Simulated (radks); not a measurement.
# The Coulomb parameter U of the 5d shell of Os²⁺

The task here is to estimate one member of a computed series from the others.

Method: scalar-relativistic Kohn-Sham, PBE, spin-unpolarised, spherical densities, finite nucleus. Code: radks (a radial shooting solver on a logarithmic mesh, Libxc functionals) version 1.

### The atom as given

| Quantity | Value |
| --- | --- |
| element | osmium (Z = 76) |
| charge | +2 |
| electrons | 74 |
| configuration | [Xe] 4f14 5d5 6p1 |
| nuclear rms radius | 5.4126 fm |

Outer shells as boxes (Hund's rule):

Os²⁺
```
[Xe] core
4f [↑↓][↑↓][↑↓][↑↓][↑↓][↑↓][↑↓]
5d [↑ ][↑ ][↑ ][↑ ][↑ ]
6p [↑ ][  ][  ]
```

The first run:

The run's settings:

```text
Z 76
configuration [Xe] 4f14 5d5 6p1
relativity scalar-relativistic
functional pbe,pbe
spin unpolarised
nucleus finite rms 5.4126 fm
c 137.035999084
```

Among the steps run: Start: [Xe] 4f14 5d5 6p1.

One of the session's tables, all rows but one given; the rest of the session is left out.

It belongs to the step «Start: [Xe] 4f14 5d5 6p1». Sizes of the orbitals, from the radial functions (bohr):

```
level     <r>  outermost maximum (interpolated)  90 % within  nodes
   4s       ?                                 ?            ?      ?
   4p  0.4594                             0.425        0.667      2
   4d  0.4890                             0.435        0.731      1
   5s   1.004                             0.913         1.44      4
   4f  0.5560                             0.406        0.908      0
   5p   1.161                              1.03         1.69      3
   5d   1.637                              1.32         2.50      2
   6p   3.193                              2.83         4.62      4
```

**Question.** Estimate the row for 4s.

The run gave: <r>: 0.4319; outermost maximum (interpolated): 0.405; 90 % within: 0.620; nodes: 3. In the column «<r>» it is the lowest.
